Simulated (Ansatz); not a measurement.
# TiC (quintet): wB97M-V, B2PLYP over vertical spin and charge gaps, def2-QZVPP

Aim: run TiC (quintet) with these functionals over vertical spin and charge gaps, and hold them against the top wave-function level at the same points.

Method: def2-QZVPP, all electrons in the functionals, frozen cores in the correlation of double hybrids and RPA; program: Ansatz 0.2.0, Gaussian basis.

To be run: wB97M-V, B2PLYP, at charge 0, quintet; charge 0, triplet; charge 0, septet; charge 1, quartet; charge 1, sextet.

## Step 1: The geometry

The geometry is a PBE0/def2-TZVP stationary point (not a proven minimum).

2 atoms, charge 0, spin multiplicity 5.

Atoms are counted from 1 here; the program's logs count them from 0.

Bond lengths: Ti1–C2 1.805 Å.

No dispersion term is added; wB97M-V holds VV10 nonlocal correlation.

The geometry shown and the zero of energy belong to the point charge 0, quintet. The yardstick, UCCSD(T), and other wave-function levels (R restricted, U unrestricted, valence and pair active spaces) come from earlier runs.

## Step 2: wB97M-V, charge 0, quintet

in.yaml

```yaml
crystal:
  periodic: [false, false, false]
  atoms:
    - {symbol: Ti, position_ang: [0.000000, 0.000000, 0.000000]}
    - {symbol: C, position_ang: [0.000000, 0.000000, 1.805200]}
basis:
  gaussian: {orbitals: "def2-QZVPP.json"}
magnetization: {spin_polarized: true, initial_magnetization: 4}
hamiltonian: {xc: {name: wB97M-V}}
output: {orbitals: {seedname: orbitals}}
```

The run is started by

```bash
$ ansatz run in.yaml --threads 2 --pin off --events-out ev --progress --plain --max-ram 23808MiB --backend cuda --devices 0, --max-vram 18GiB
```

Log (excerpt; [...] marks lines left out):

```text
Functional definition: wB97M-V
  name "wB97M-V"
  cite "Mardirossian & Head-Gordon, J. Chem. Phys. 144, 214110 (2016) doi:10.1063/1.4952647"
  cite "Becke, J. Chem. Phys. 107, 8554 (1997) doi:10.1063/1.475007"
  cite "Vydrov & Van Voorhis, J. Chem. Phys. 133, 244103 (2010) doi:10.1063/1.3521275"
  # Of w^i u^j: cxij and so on, Table III.
[...]
  gx(w, u) = 1 - cx + cx01*u + cx10*w
  gss(w, u) = css00 + css04*u^4 + css10*w + css20*w^2 + css43*w^4*u^3
  gos(w, u) = cos00 + cos10*w + (cos20 + cos21*u)*w^2 + (cos60 + cos61*u)*w^6
[...]
      + integral(e_c_pw_mod_opposite_spin*gos(b97_w_opposite, b97_u_opposite)) + vv10(b, c)
702 factors; their error is unknown
133 factors; integrals over basis functions are off by at most 1.0e-4 eV
[...]
mean field -24143.64859272 eV, -887.2627206298 hartree, gradient 5.7e-6 eV, S^2 6.005790; 6 other end points of the search recorded, 0 dependent functions left out
reference -24143.64863478 eV, -887.2627221754 hartree; 16, 12 occupied and 134, 138 virtual orbitals, 702 factors
Total energy: -24143.64863478 eV, -887.2627221754 hartree
```

Run time: 7 s. Hardware: 1 × H100 (card shared with other runs) with 2 threads of AMD EPYC 7R13, shared host; peak host memory 0.94 GiB.

From the report: ⟨S²⟩ of the determinant 6.006 (pure quintet: 6.00).

## Step 3: wB97M-V, charge 0, triplet

Changes to in.yaml since step 2:

```diff
@@ -7,3 +7,3 @@
   gaussian: {orbitals: "def2-QZVPP.json"}
-magnetization: {spin_polarized: true, initial_magnetization: 4}
+magnetization: {spin_polarized: true, initial_magnetization: 2}
 hamiltonian: {xc: {name: wB97M-V}}
```

The command is unchanged.

Log (excerpt; [...] marks lines left out):

```text
Functional definition: wB97M-V
  name "wB97M-V"
  cite "Mardirossian & Head-Gordon, J. Chem. Phys. 144, 214110 (2016) doi:10.1063/1.4952647"
  cite "Becke, J. Chem. Phys. 107, 8554 (1997) doi:10.1063/1.475007"
  cite "Vydrov & Van Voorhis, J. Chem. Phys. 133, 244103 (2010) doi:10.1063/1.3521275"
  # Of w^i u^j: cxij and so on, Table III.
[...]
  gx(w, u) = 1 - cx + cx01*u + cx10*w
  gss(w, u) = css00 + css04*u^4 + css10*w + css20*w^2 + css43*w^4*u^3
  gos(w, u) = cos00 + cos10*w + (cos20 + cos21*u)*w^2 + (cos60 + cos61*u)*w^6
[...]
      + integral(e_c_pw_mod_opposite_spin*gos(b97_w_opposite, b97_u_opposite)) + vv10(b, c)
702 factors; their error is unknown
133 factors; integrals over basis functions are off by at most 1.0e-4 eV
[...]
mean field -24143.78997008 eV, -887.2679161520 hartree, gradient 2.1e-6 eV, S^2 2.425456; 3 other end points of the search recorded, 0 dependent functions left out
reference -24143.79001146 eV, -887.2679176726 hartree; 15, 13 occupied and 135, 137 virtual orbitals, 702 factors
Total energy: -24143.79001146 eV, -887.2679176726 hartree
```

Wall time 4.8 s (1 × H100 (card shared with other runs) with 2 threads of AMD EPYC 7R13, shared host); peak host memory 0.95 GiB.

From the report: ⟨S²⟩ of the determinant 2.425 (pure triplet: 2.00).

From charge 0, quintet: -13.6 kJ/mol.

## Step 4: wB97M-V, charge 0, septet

Changes to in.yaml since step 3:

```diff
@@ -7,3 +7,3 @@
   gaussian: {orbitals: "def2-QZVPP.json"}
-magnetization: {spin_polarized: true, initial_magnetization: 2}
+magnetization: {spin_polarized: true, initial_magnetization: 6}
 hamiltonian: {xc: {name: wB97M-V}}
```

Launched as before.

Log (excerpt; [...] marks lines left out):

```text
Functional definition: wB97M-V
  name "wB97M-V"
  cite "Mardirossian & Head-Gordon, J. Chem. Phys. 144, 214110 (2016) doi:10.1063/1.4952647"
  cite "Becke, J. Chem. Phys. 107, 8554 (1997) doi:10.1063/1.475007"
  cite "Vydrov & Van Voorhis, J. Chem. Phys. 133, 244103 (2010) doi:10.1063/1.3521275"
  # Of w^i u^j: cxij and so on, Table III.
[...]
  gx(w, u) = 1 - cx + cx01*u + cx10*w
  gss(w, u) = css00 + css04*u^4 + css10*w + css20*w^2 + css43*w^4*u^3
  gos(w, u) = cos00 + cos10*w + (cos20 + cos21*u)*w^2 + (cos60 + cos61*u)*w^6
[...]
      + integral(e_c_pw_mod_opposite_spin*gos(b97_w_opposite, b97_u_opposite)) + vv10(b, c)
702 factors; their error is unknown
133 factors; integrals over basis functions are off by at most 1.0e-4 eV
[...]
mean field -24142.67193185 eV, -887.2268290047 hartree, gradient 8.1e-6 eV, S^2 12.002028; 8 other end points of the search recorded, 0 dependent functions left out
reference -24142.67197372 eV, -887.2268305435 hartree; 17, 11 occupied and 133, 139 virtual orbitals, 702 factors
Total energy: -24142.67197372 eV, -887.2268305435 hartree
```

Run time: 5.5 s. Hardware: 1 × H100 (card shared with other runs) with 2 threads of AMD EPYC 7R13, shared host; peak host memory 0.95 GiB.

From the report: ⟨S²⟩ of the determinant 12.002 (pure septet: 12.00).

From charge 0, quintet: +94.2 kJ/mol.

## Step 5: wB97M-V, charge 1, quartet

Changes to in.yaml since step 4:

```diff
@@ -7,3 +7,4 @@
   gaussian: {orbitals: "def2-QZVPP.json"}
-magnetization: {spin_polarized: true, initial_magnetization: 6}
+total_charge: 1
+magnetization: {spin_polarized: true, initial_magnetization: 3}
 hamiltonian: {xc: {name: wB97M-V}}
```

Same command.

Log (excerpt; [...] marks lines left out):

```text
Functional definition: wB97M-V
  name "wB97M-V"
  cite "Mardirossian & Head-Gordon, J. Chem. Phys. 144, 214110 (2016) doi:10.1063/1.4952647"
  cite "Becke, J. Chem. Phys. 107, 8554 (1997) doi:10.1063/1.475007"
  cite "Vydrov & Van Voorhis, J. Chem. Phys. 133, 244103 (2010) doi:10.1063/1.3521275"
  # Of w^i u^j: cxij and so on, Table III.
[...]
  gx(w, u) = 1 - cx + cx01*u + cx10*w
  gss(w, u) = css00 + css04*u^4 + css10*w + css20*w^2 + css43*w^4*u^3
  gos(w, u) = cos00 + cos10*w + (cos20 + cos21*u)*w^2 + (cos60 + cos61*u)*w^6
[...]
      + integral(e_c_pw_mod_opposite_spin*gos(b97_w_opposite, b97_u_opposite)) + vv10(b, c)
702 factors; their error is unknown
133 factors; integrals over basis functions are off by at most 1.0e-4 eV
[...]
mean field -24137.12551568 eV, -887.0230019699 hartree, gradient 2.8e-6 eV, S^2 3.785349; 4 other end points of the search recorded, 0 dependent functions left out
reference -24137.12555907 eV, -887.0230035646 hartree; 15, 12 occupied and 135, 138 virtual orbitals, 702 factors
Total energy: -24137.12555907 eV, -887.0230035646 hartree
```

It took 4.7 s on 1 × H100 (card shared with other runs) with 2 threads of AMD EPYC 7R13, shared host; peak host memory 0.94 GiB.

From the report: ⟨S²⟩ of the determinant 3.785 (pure quartet: 3.75).

From charge 0, quintet: +629.4 kJ/mol.

## Step 6: wB97M-V, charge 1, sextet

Changes to in.yaml since step 5:

```diff
@@ -8,3 +8,3 @@
 total_charge: 1
-magnetization: {spin_polarized: true, initial_magnetization: 3}
+magnetization: {spin_polarized: true, initial_magnetization: 5}
 hamiltonian: {xc: {name: wB97M-V}}
```

Launched as before.

Log (excerpt; [...] marks lines left out):

```text
Functional definition: wB97M-V
  name "wB97M-V"
  cite "Mardirossian & Head-Gordon, J. Chem. Phys. 144, 214110 (2016) doi:10.1063/1.4952647"
  cite "Becke, J. Chem. Phys. 107, 8554 (1997) doi:10.1063/1.475007"
  cite "Vydrov & Van Voorhis, J. Chem. Phys. 133, 244103 (2010) doi:10.1063/1.3521275"
  # Of w^i u^j: cxij and so on, Table III.
[...]
  gx(w, u) = 1 - cx + cx01*u + cx10*w
  gss(w, u) = css00 + css04*u^4 + css10*w + css20*w^2 + css43*w^4*u^3
  gos(w, u) = cos00 + cos10*w + (cos20 + cos21*u)*w^2 + (cos60 + cos61*u)*w^6
[...]
      + integral(e_c_pw_mod_opposite_spin*gos(b97_w_opposite, b97_u_opposite)) + vv10(b, c)
702 factors; their error is unknown
133 factors; integrals over basis functions are off by at most 1.0e-4 eV
[...]
mean field -24136.39934791 eV, -886.9963157967 hartree, gradient 7.3e-6 eV, S^2 8.751634; 6 other end points of the search recorded, 0 dependent functions left out
reference -24136.39939110 eV, -886.9963173837 hartree; 16, 11 occupied and 134, 139 virtual orbitals, 702 factors
Total energy: -24136.39939110 eV, -886.9963173837 hartree
```

Wall time 6.5 s (1 × H100 (card shared with other runs) with 2 threads of AMD EPYC 7R13, shared host); peak host memory 0.95 GiB.

From the report: ⟨S²⟩ of the determinant 8.752 (pure sextet: 8.75).

From charge 0, quintet: +699.4 kJ/mol.

## Step 7: B2PLYP, charge 0, quintet

in.yaml

```yaml
crystal:
  periodic: [false, false, false]
  atoms:
    - {symbol: Ti, position_ang: [0.000000, 0.000000, 0.000000]}
    - {symbol: C, position_ang: [0.000000, 0.000000, 1.805200]}
basis:
  gaussian: {orbitals: "def2-QZVPP.json"}
magnetization: {spin_polarized: true, initial_magnetization: 4}
hamiltonian: {xc: {name: B2PLYP}}
correlation: {electrons: outside_noble_gas}
```

Launched as before.

Log (excerpt; [...] marks lines left out):

```text
Functional definition: B2PLYP
  name "B2PLYP"
  cite "Grimme, J. Chem. Phys. 124, 034108 (2006) doi:10.1063/1.2148954"
  cite "Becke, Phys. Rev. A 38, 3098 (1988) doi:10.1103/PhysRevA.38.3098"
  cite "Lee, Yang & Parr, Phys. Rev. B 37, 785 (1988) doi:10.1103/PhysRevB.37.785"
[...]
980 factors; integrals over basis functions are off by at most 8.8e-4 eV
[...]
mean field -24136.00253989 eV, -886.9817333709 hartree, gradient 3.1e-6 eV, S^2 6.046289; 8 other end points of the search recorded, 0 dependent functions left out
10 core orbitals not correlated: weight in the atoms' cores, before any rotation towards them, 0.996 or more for the frozen orbitals, at most 0.002 for the correlated occupied ones
reference -24136.00265688 eV, -886.9817376700 hartree; 6, 2 occupied and 134, 138 virtual orbitals, 980 factors
second order -8.09440262 eV of doubles, -0.00000000 eV of singles
Total energy: -24138.18814558 eV, -887.0620528986 hartree
```

It took 7 s on 1 × H100 (card shared with other runs) with 2 threads of AMD EPYC 7R13, shared host; peak host memory 0.87 GiB.

From the report: ⟨S²⟩ of the determinant 6.046 (pure quintet: 6.00).

## Step 8: B2PLYP, charge 0, triplet

Changes to in.yaml since step 7:

```diff
@@ -7,3 +7,3 @@
   gaussian: {orbitals: "def2-QZVPP.json"}
-magnetization: {spin_polarized: true, initial_magnetization: 4}
+magnetization: {spin_polarized: true, initial_magnetization: 2}
 hamiltonian: {xc: {name: B2PLYP}}
```

Launched as before.

Log (excerpt; [...] marks lines left out):

```text
Functional definition: B2PLYP
  name "B2PLYP"
  cite "Grimme, J. Chem. Phys. 124, 034108 (2006) doi:10.1063/1.2148954"
  cite "Becke, Phys. Rev. A 38, 3098 (1988) doi:10.1103/PhysRevA.38.3098"
  cite "Lee, Yang & Parr, Phys. Rev. B 37, 785 (1988) doi:10.1103/PhysRevB.37.785"
[...]
980 factors; integrals over basis functions are off by at most 8.8e-4 eV
[...]
mean field -24136.06187973 eV, -886.9839140698 hartree, gradient 1.8e-6 eV, S^2 3.203436; 28 other end points of the search recorded, 0 dependent functions left out
10 core orbitals not correlated: weight in the atoms' cores, before any rotation towards them, 0.995 or more for the frozen orbitals, at most 0.003 for the correlated occupied ones
reference -24136.06199505 eV, -886.9839183076 hartree; 5, 3 occupied and 135, 137 virtual orbitals, 980 factors
second order -7.09512895 eV of doubles, -0.00000000 eV of singles
Total energy: -24137.97767987 eV, -887.0543184262 hartree
```

It took 20 s on 1 × H100 (card shared with other runs) with 2 threads of AMD EPYC 7R13, shared host; peak host memory 0.88 GiB.

From the report: ⟨S²⟩ of the determinant 3.203 (pure triplet: 2.00). The determinant is far from a pure spin state, so its energy mixes those of several spin states (harmless only where they are near-degenerate, as at dissociation).

From charge 0, quintet: +20.3 kJ/mol.

## Step 9: B2PLYP, charge 0, septet

Changes to in.yaml since step 8:

```diff
@@ -7,3 +7,3 @@
   gaussian: {orbitals: "def2-QZVPP.json"}
-magnetization: {spin_polarized: true, initial_magnetization: 2}
+magnetization: {spin_polarized: true, initial_magnetization: 6}
 hamiltonian: {xc: {name: B2PLYP}}
```

The command is unchanged.

Log (excerpt; [...] marks lines left out):

```text
Functional definition: B2PLYP
  name "B2PLYP"
  cite "Grimme, J. Chem. Phys. 124, 034108 (2006) doi:10.1063/1.2148954"
  cite "Becke, Phys. Rev. A 38, 3098 (1988) doi:10.1103/PhysRevA.38.3098"
  cite "Lee, Yang & Parr, Phys. Rev. B 37, 785 (1988) doi:10.1103/PhysRevB.37.785"
[...]
980 factors; integrals over basis functions are off by at most 8.8e-4 eV
[...]
mean field -24135.41941062 eV, -886.9603037656 hartree, gradient 3.0e-6 eV, S^2 12.003991; 9 other end points of the search recorded, 0 dependent functions left out
10 core orbitals not correlated: weight in the atoms' cores, before any rotation towards them, 0.995 or more for the frozen orbitals, at most 0.003 for the correlated occupied ones
reference -24135.41953025 eV, -886.9603081619 hartree; 7, 1 occupied and 133, 139 virtual orbitals, 980 factors
second order -4.92516971 eV of doubles, -0.00000000 eV of singles
Total energy: -24136.74932608 eV, -887.0091772570 hartree
```

Run time: 5.5 s. Hardware: 1 × H100 (card shared with other runs) with 2 threads of AMD EPYC 7R13, shared host; peak host memory 0.88 GiB.

From the report: ⟨S²⟩ of the determinant 12.004 (pure septet: 12.00).

From charge 0, quintet: +138.8 kJ/mol.

## Step 10: B2PLYP, charge 1, quartet

Changes to in.yaml since step 9:

```diff
@@ -7,3 +7,4 @@
   gaussian: {orbitals: "def2-QZVPP.json"}
-magnetization: {spin_polarized: true, initial_magnetization: 6}
+total_charge: 1
+magnetization: {spin_polarized: true, initial_magnetization: 3}
 hamiltonian: {xc: {name: B2PLYP}}
```

Same command.

Log (excerpt; [...] marks lines left out):

```text
Functional definition: B2PLYP
  name "B2PLYP"
  cite "Grimme, J. Chem. Phys. 124, 034108 (2006) doi:10.1063/1.2148954"
  cite "Becke, Phys. Rev. A 38, 3098 (1988) doi:10.1103/PhysRevA.38.3098"
  cite "Lee, Yang & Parr, Phys. Rev. B 37, 785 (1988) doi:10.1103/PhysRevB.37.785"
[...]
980 factors; integrals over basis functions are off by at most 8.8e-4 eV
[...]
mean field -24129.54497010 eV, -886.7444220582 hartree, gradient 1.6e-6 eV, S^2 4.188696; 8 other end points of the search recorded, 0 dependent functions left out
10 core orbitals not correlated: weight in the atoms' cores, before any rotation towards them, 0.995 or more for the frozen orbitals, at most 0.003 for the correlated occupied ones
reference -24129.54509608 eV, -886.7444266877 hartree; 5, 2 occupied and 135, 138 virtual orbitals, 980 factors
second order -6.35106354 eV of doubles, -0.00000000 eV of singles
Total energy: -24131.25988323 eV, -886.8074439534 hartree
```

Wall time 4.1 s (1 × H100 (card shared with other runs) with 2 threads of AMD EPYC 7R13, shared host); peak host memory 0.87 GiB.

From the report: ⟨S²⟩ of the determinant 4.189 (pure quartet: 3.75).

From charge 0, quintet: +668.5 kJ/mol.

## Step 11: B2PLYP, charge 1, sextet

Changes to in.yaml since step 10:

```diff
@@ -8,3 +8,3 @@
 total_charge: 1
-magnetization: {spin_polarized: true, initial_magnetization: 3}
+magnetization: {spin_polarized: true, initial_magnetization: 5}
 hamiltonian: {xc: {name: B2PLYP}}
```

The command is unchanged.

Log (excerpt; [...] marks lines left out):

```text
Functional definition: B2PLYP
  name "B2PLYP"
  cite "Grimme, J. Chem. Phys. 124, 034108 (2006) doi:10.1063/1.2148954"
  cite "Becke, Phys. Rev. A 38, 3098 (1988) doi:10.1103/PhysRevA.38.3098"
  cite "Lee, Yang & Parr, Phys. Rev. B 37, 785 (1988) doi:10.1103/PhysRevB.37.785"
[...]
980 factors; integrals over basis functions are off by at most 8.8e-4 eV
[...]
mean field -24129.28905791 eV, -886.7350174585 hartree, gradient 5.7e-6 eV, S^2 8.752905; 6 other end points of the search recorded, 0 dependent functions left out
10 core orbitals not correlated: weight in the atoms' cores, before any rotation towards them, 0.996 or more for the frozen orbitals, at most 0.002 for the correlated occupied ones
reference -24129.28918218 eV, -886.7350220254 hartree; 6, 1 occupied and 134, 139 virtual orbitals, 980 factors
second order -4.73843207 eV of doubles, -0.00000000 eV of singles
Total energy: -24130.56855884 eV, -886.7820382504 hartree
```

Run time: 2.5 s. Hardware: 1 × H100 (card shared with other runs) with 2 threads of AMD EPYC 7R13, shared host; peak host memory 0.87 GiB.

From the report: ⟨S²⟩ of the determinant 8.753 (pure sextet: 8.75).

From charge 0, quintet: +735.2 kJ/mol.

## Step 12: The comparison

No level is safe as a reference over these points; UCCSD(T) serves as a yardstick only. It comes from earlier runs at the same points. Energies in kJ/mol, counted from charge 0, quintet; blanks weren't run or aren't comparable.

```csv
level,quintet to triplet,quintet to septet,ionisation to the quartet cation,ionisation to the sextet cation
UCCSD(T),-45.4,134.9,623.7,723.5
wB97M-V,-13.6,94.2,629.4,699.4
B2PLYP,20.3,138.8,668.5,735.2
```

Largest miss and mean time a point (UCCSD(T) took 27 s a point; shared hosts):

```csv
level,largest miss (kJ/mol),where,time a point
wB97M-V,-40.7,quintet to septet,5.7 s
B2PLYP,+65.7,quintet to triplet,7.8 s
```

## Step 13: Summary of results

| quantity | value |
| --- | --- |
| quintet to triplet, UCCSD(T) | -45.4 kJ/mol |
| quintet to septet, UCCSD(T) | 134.9 kJ/mol |
| ionisation to the quartet cation, UCCSD(T) | 623.7 kJ/mol |
| ionisation to the sextet cation, UCCSD(T) | 723.5 kJ/mol |
| largest miss, wB97M-V | -40.7 kJ/mol (quintet to septet) |
| largest miss, B2PLYP | +65.7 kJ/mol (quintet to triplet) |

**Reading.** Of the functionals, wB97M-V keep the smallest largest miss at the points compared (at most 40.7 kJ/mol) and B2PLYP strays most (65.7 kJ/mol, at quintet to triplet). wB97M-V, B2PLYP clearly break the spin symmetry at some points (⟨S²⟩ up to 1.20 above the pure value), so energy there is bought with a mixed spin. Functionals and the yardstick converge differently with the basis, so part of each miss in def2-QZVPP is the basis. The yardstick itself may be off where one determinant is a poor start.
